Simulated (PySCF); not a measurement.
**BeHg: bond curves at several levels of theory**

What are the lowest state that PBE0 finds, the bond length, vibrational wavenumber and bond energy of BeHg, and how much do these hang on the method?

Computed with PySCF 2.14.0. Level: Be cc-pVDZ, Hg cc-pVDZ-PP with ECP60, scalar-relativistic core potentials.

## Step 1: The job

The job is set up so:

- atoms: Be, Hg
- charge: 0
- basis: Be cc-pVDZ, Hg cc-pVDZ-PP with ECP60
- Hamiltonian: scalar-relativistic core potentials
- basis functions: 52
- electrons treated: 24
- masses in u: 9.0122, 201.9706
- levels: PBE0, PBE, r²SCAN, MN15, PW91, PBEsol, CAM-B3LYP, HF, MP2, SCS-MP2, CCSD, CCSD(T)
- grid: 80 radial by 434 angular points
- occupations: held fixed by the projection of orbital angular momentum
- dissociation limit: Be + Hg, each in its ground configuration
- starting distance in angstrom: 2.335
- values of 2S to try: 0, 2

Started as:

```bash
> OMP_NUM_THREADS=1 python dia.py task.json out
```

Further steps of the session: First curve: PBE0; Excited determinants; PBE; r²SCAN; MN15 (hybrid meta-GGA); PW91 (GGA); PBEsol; CAM-B3LYP (range-separated hybrid); RHF; Adding correlation.

**Question.** What will these runs give? Wanted: for each run, Re; ωe; De; μ.

As calculated:

Lowest PBE0 solution found, without spin–orbit coupling: ¹Σ⁺ (singlet), closed shell. The other levels ran on it alone.

| level | Re (Å) | ωe (cm⁻¹) | De (eV) | μ (D) |
| --- | --- | --- | --- | --- |
| PBE | 2.798 | 150.9 | 0.150 | 0.28 |
| PBEsol | 2.692 | 185.5 | 0.240 | 0.25 |
| PW91 | 2.788 | 153.1 | 0.163 | 0.25 |
| r²SCAN | 2.771 | 158.2 | 0.152 | 0.23 |
| PBE0 | 2.946 | 115.9 | 0.093 | 0.22 |
| MN15 | 2.991 | 95.9 | 0.128 | -0.18 |

De is counted to Be + Hg in their ground configurations. A positive dipole means Be(−)Hg(+). No constants: RHF (no minimum is bracketed among the points kept); RHF-MP2 (no minimum is bracketed among the points kept); RHF-SCS-MP2 (no minimum is bracketed among the points kept); RHF-CCSD (no minimum is bracketed among the points kept); RHF-CCSD(T) (no minimum is bracketed among the points kept); CAM-B3LYP (no minimum is bracketed among the points kept).

**Reading.** Bond lengths run from 2.692 Å (PBEsol) to 2.991 Å (MN15). Of the levels with a De here, PBE0 gives the least (0.093 eV) and PBEsol the most (0.240 eV).

Spin–orbit coupling is left out. The bond is weak, and basis-set superposition, which was not computed, may be a sizeable part of it.
